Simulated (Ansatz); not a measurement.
# HoO3: the cost of one run

Computed with Ansatz 0.2.0 (DFT PBE, scalar-relativistic, plane waves, PAW; 4f electrons in the core of a trivalent norm-conserving potential, unless a step's input says otherwise).

1 further run of the same task is left out (it didn't finish).

### Step 1. The system as given

Symmetry: P4/mmm, No. 123, tetragonal system. Conventional cell: a = 2.948 Å, b = 2.948 Å, c = 7.666 Å, α = 90.00°, β = 90.00°, γ = 90.00°. Ho (site symmetry 4/mmm) is surrounded by 8 O at 2.76 Å and 4 Ho at 2.95 Å. O (site symmetry 4mm) has 4 Ho at 2.76 Å in its first shell of neighbours. O (site symmetry 4/mmm) has 12 O at 2.91 to 2.95 Å in its first shell of neighbours.

Coordinates:

```xyz
4
Lattice="2.9477 0.0000 0.0000 0.0000 2.9477 0.0000 0.0000 0.0000 7.6662" Properties=species:S:1:pos:R:3 pbc="T T T"
Ho    0.0000    0.0000    0.0000
O     1.4738    1.4738    5.8632
O     0.0000    0.0000    3.8331
O     1.4738    1.4738    1.8030
```

A structure generator made this guess: species swapped into a database cell of Ho3Mg (P4/mmm, No. 123), with O on the Ho sites and Ho on the Mg sites. The dimensions are guesses.

### Step 2. A first look at the guess

input.yaml

```yaml
crystal:
  lattice:
    - [2.94766183, 0.0, 0.0]
    - [0.0, 2.94766183, 0.0]
    - [0.0, 0.0, 7.66623902]
  atoms:
    - { symbol: Ho, position: [0.0, 0.0, 0.0] }
    - { symbol: O, position: [0.5, 0.5, 0.76481336] }
    - { symbol: O, position: [0.0, 0.0, 0.5] }
    - { symbol: O, position: [0.5, 0.5, 0.23518664] }
basis:
  ecutwfc: 690
kpoints:
  mp_grid: { grid: [6, 6, 2] }
hamiltonian:
  xc: pbe
  pseudopotentials:
    kind: paw
    azcp: { Ho: "pseudopotentials/pbe/nc/lanthanide_3plus/Ho.nc.azcp" }
scf:
  occupations: { method: gaussian, width: 0.1 }
  lower_state_search: "off"
output:
  forces: true
  stress: true
  eigenvalues: true
```

Started as:

```sh
$ ansatz run input.yaml --threads 1 --pin off --max-ram 2560MiB --backend cpu --events-out ev --progress --plain --runs-dir out
```

Q: Estimate wall time and peak memory on 1 thread of Intel Xeon at 2.50GHz (Skylake/Cascade Lake), shared host.

About 12 s, with a peak of 0.35 GiB.
